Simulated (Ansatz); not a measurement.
# La3NiSi3: the cost of one run

All numbers below are computed with Ansatz 0.2.0 (DFT PBEsol, scalar-relativistic, plane waves, PAW).

### 1 The structure to begin with

The cell holds 22 atoms (La9Ni3Si10): a = 5.922 Å, b = 9.166 Å, c = 9.498 Å, α = 85.42°, β = 71.84°, γ = 75.17°.

The coordinates of this cell stand in the input of its own run.

The host was relaxed before at PBEsol: a = 4.040 Å, b = 4.330 Å, c = 18.050 Å, α = 90.00°, β = 90.00°, γ = 90.00° (conventional cell), 22.550 Å³/atom.

Places, in fractions of the supercell: Si as an interstitial at (0.250, 0.000, 0.500). Its neighbours start displaced at random, with a spread of 0.05 Å in each coordinate.

### 2 The perfect crystal in the supercell of 21 atoms

Contents of input.yaml:

```yaml
crystal:
  lattice:
    - [4.0396830467, 4.3297464022, 0.0]
    - [8.0793660934, -4.3297464022, 0.0]
    - [2.0198415234, 2.1648732011, -9.0248711941]
  atoms:
    - { symbol: La, position: [0.6467999875, 0.8333333333, 0.3730666917] }
    - { symbol: La, position: [0.9801333208, 0.1666666667, 0.3730666917] }
    - { symbol: La, position: [0.3134666541, 0.5, 0.3730666917] }
    - { symbol: La, position: [0.3475233959, 0.1666666667, 0.6382865416] }
    - { symbol: La, position: [0.6808567292, 0.5, 0.6382865416] }
    - { symbol: La, position: [0.0141900626, 0.8333333333, 0.6382865416] }
    - { symbol: La, position: [0.0004721891, 0.0, 0.9990556218] }
    - { symbol: La, position: [0.3338055225, 0.3333333333, 0.9990556218] }
    - { symbol: La, position: [0.6671388558, 0.6666666667, 0.9990556218] }
    - { symbol: Ni, position: [0.5679582201, 1.0, 0.8640835598] }
    - { symbol: Ni, position: [0.9012915534, 0.3333333333, 0.8640835598] }
    - { symbol: Ni, position: [0.2346248868, 0.6666666667, 0.8640835598] }
    - { symbol: Si, position: [0.4644252387, 0.8333333333, 0.7378161892] }
    - { symbol: Si, position: [0.797758572, 0.1666666667, 0.7378161892] }
    - { symbol: Si, position: [0.1310919054, 0.5, 0.7378161892] }
    - { symbol: Si, position: [0.5301352675, 0.1666666667, 0.2730627984] }
    - { symbol: Si, position: [0.8634686008, 0.5, 0.2730627984] }
    - { symbol: Si, position: [0.1968019342, 0.8333333333, 0.2730627984] }
    - { symbol: Si, position: [0.4426847012, 1.0, 0.1146305976] }
    - { symbol: Si, position: [0.7760180346, 0.3333333333, 0.1146305976] }
    - { symbol: Si, position: [0.1093513679, 0.6666666667, 0.1146305976] }
basis:
  ecutwfc: 420
  xc_grid: 2
kpoints:
  mp_grid: { grid: [4, 3, 4], shift: [0.0, 0.0, 0.0] }
hamiltonian:
  xc: pbesol
scf:
  occupations: { method: gaussian, width: 0.05 }
output:
  forces: true
  stress: true
  eigenvalues: true
```

On the command line:

```console
$ ansatz run input.yaml --threads 8 --pin off --max-ram 14336MiB --backend cpu --events-out ev --progress --plain --runs-dir out
```

**Question.** How long does this run take on 8 threads of Arm Neoverse V2, shared host, and how much memory does it need?

About 16 s, with a peak of 2.7 GiB.
